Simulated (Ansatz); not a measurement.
# C₂H₆B₂O: one species, many methods

How much do the methods differ for C₂H₆B₂O? The plan is to run it at one geometry with functionals of several rungs and with coupled cluster, and see how far each lands from CCSD(T) at the basis-set limit for the atomisation energy.

Program: Ansatz 0.2.0, Gaussian basis. Level of theory: functionals in def2-TZVPP, the program's frozen cores in correlated methods. These are calculated values, not measurements.

Levels to be run: LDA (SPW92), PBE-D4, revPBE-D4, BLYP-D4, r2SCAN-D4, B97M-V, PBE0-D4, B3LYP-D4, r2SCANh-D4, r2SCAN0-D4, HSE06-D4, BHLYP-D4, CAM-B3LYP-D4, LC-ωPBE, ωB97X-V, ωB97M-V, B2PLYP, PBE-QIDH; CCSD(T)/def2-SVP; CCSD(T)/def2-TZVPP; MP2/def2-QZVPP; extrapolation to the limit; RPA on PBE.

## 1. The geometry

An earlier PBE0-D4 in a triple-zeta def2 set relaxation fixed the geometry.

SMILES `BC(=C)BO`, 11 atoms, charge 0, spin multiplicity 1.

Atoms are counted from 1 here; the program's logs count them from 0.

Bond lengths: B1–C2 1.539 Å, B1–H6 1.204 Å, B1–H7 1.198 Å, C2–C3 1.348 Å, C2–B4 1.565 Å, C3–H8 1.089 Å, C3–H9 1.088 Å, B4–O5 1.351 Å, B4–H10 1.201 Å, O5–H11 0.964 Å. Angles: C2–B1–H6 121.7°, C2–B1–H7 120.7°, H6–B1–H7 117.7°, B1–C2–C3 117.9°, B1–C2–B4 123.7°, C3–C2–B4 118.4°, C2–C3–H8 121.9°, C2–C3–H9 122.0°, H8–C3–H9 116.2°, C2–B4–O5 122.0°, C2–B4–H10 121.6°, O5–B4–H10 116.5°, B4–O5–H11 112.1°.

As a file:

```xyz
11

B    -1.4818   -0.0518   -0.0134
C     0.0312   -0.1066    0.2638
C     0.4353   -0.5598    1.4670
B     1.1202    0.3333   -0.7699
O     0.7956    0.8004   -1.9951
H    -1.9182    0.3425   -1.0644
H    -2.2682   -0.4039    0.8185
H     1.4898   -0.6258    1.7326
H    -0.2724   -0.8805    2.2290
H     2.2920    0.2727   -0.5132
H    -0.1584    0.8227   -2.1344
```

## 2. LDA

This LDA is Slater exchange with PW92 correlation.

in.yaml

```yaml
crystal:
  periodic: [false, false, false]
  atoms:
    - {symbol: B, position_ang: [-1.481809, -0.051845, -0.013411]}
    - {symbol: C, position_ang: [0.031210, -0.106650, 0.263784]}
    - {symbol: C, position_ang: [0.435323, -0.559813, 1.467043]}
    - {symbol: B, position_ang: [1.120237, 0.333271, -0.769861]}
    - {symbol: O, position_ang: [0.795634, 0.800422, -1.995096]}
    - {symbol: H, position_ang: [-1.918191, 0.342478, -1.064359]}
    - {symbol: H, position_ang: [-2.268163, -0.403910, 0.818497]}
    - {symbol: H, position_ang: [1.489830, -0.625804, 1.732557]}
    - {symbol: H, position_ang: [-0.272378, -0.880536, 2.229003]}
    - {symbol: H, position_ang: [2.292011, 0.272681, -0.513239]}
    - {symbol: H, position_ang: [-0.158404, 0.822705, -2.134417]}
basis:
  gaussian: {orbitals: def2-TZVPP}
hamiltonian: {xc: lda}
output: {orbitals: {seedname: orbitals}}
```

Launch:

```sh
$ ansatz run in.yaml --threads 2 --pin off --events-out ev --progress --plain --max-ram 4352MiB
```

Further steps of the session: PBE-D4 (GGA); revPBE-D4 (GGA); BLYP-D4 (GGA); r2SCAN-D4 (meta-GGA); B97M-V (meta-GGA); PBE0-D4 (hybrid); B3LYP-D4 (hybrid); r2SCANh-D4 (hybrid); r2SCAN0-D4 (hybrid); HSE06-D4 (hybrid); BHLYP-D4 (hybrid); CAM-B3LYP-D4 (range-separated); LC-ωPBE (range-separated); ωB97X-V (range-separated); ωB97M-V (range-separated); B2PLYP (double hybrid); PBE-QIDH (double hybrid); CCSD(T) in def2-SVP; CCSD(T) in def2-TZVPP; MP2 in def2-QZVPP; RPA on PBE orbitals.

**Question.** What will the summary of the whole plan be? Wanted: atomisation energy, CCSD(T)/CBS; farthest beyond LDA; mean size of error, GGA; mean size of error, meta-GGA; mean size of error, hybrid; mean size of error, range-separated; mean size of error, double hybrid; gap, smallest and largest; T1 diagnostic.

As calculated:

| quantity | value |
| --- | --- |
| atomisation energy, CCSD(T)/CBS | 1062.1 kcal/mol |
| functionals within 5.3 kcal/mol (0.5 %) | revPBE-D4, r2SCANh-D4, r2SCAN0-D4, LC-ωPBE, ωB97X-V, B2PLYP, PBE-QIDH |
| farthest beyond LDA | PBE-D4 (+27.8 kcal/mol) |
| mean size of error, GGA | 12.0 kcal/mol |
| mean size of error, meta-GGA | 10.1 kcal/mol |
| mean size of error, hybrid | 9.7 kcal/mol |
| mean size of error, range-separated | 6.9 kcal/mol |
| mean size of error, double hybrid | 2.0 kcal/mol |
| gap, smallest and largest | 3.34 eV (LDA (SPW92)), 10.97 eV (LC-ωPBE) |
| T1 diagnostic | 0.0133 |
| triples share of the correlation energy | 4.0 % |

In words: LDA overbinds by 150.3 kcal/mol (14 %). PBE-D4 is off by +27.8 kcal/mol. Double hybrids carry the basis error of their MP2 part in triple zeta, and no dispersion term here, so their miss is partly the set-up's. By mean error the best rung here is double hybrid (2.0 kcal/mol) and the worst beyond LDA is GGA (12.0 kcal/mol). Misses under about 5.3 kcal/mol are within the doubt on the reference itself, which lacks core-valence correlation, relativity and higher excitations. Hartree-Fock recovers 77 % of the binding; the rest is correlation. CCSD(T) in def2-SVP is off by -39.9 kcal/mol, more than most functionals: a good method in a small basis is no reference. Orbital gaps span 3.3 to 11.0 eV; exact exchange widens them.
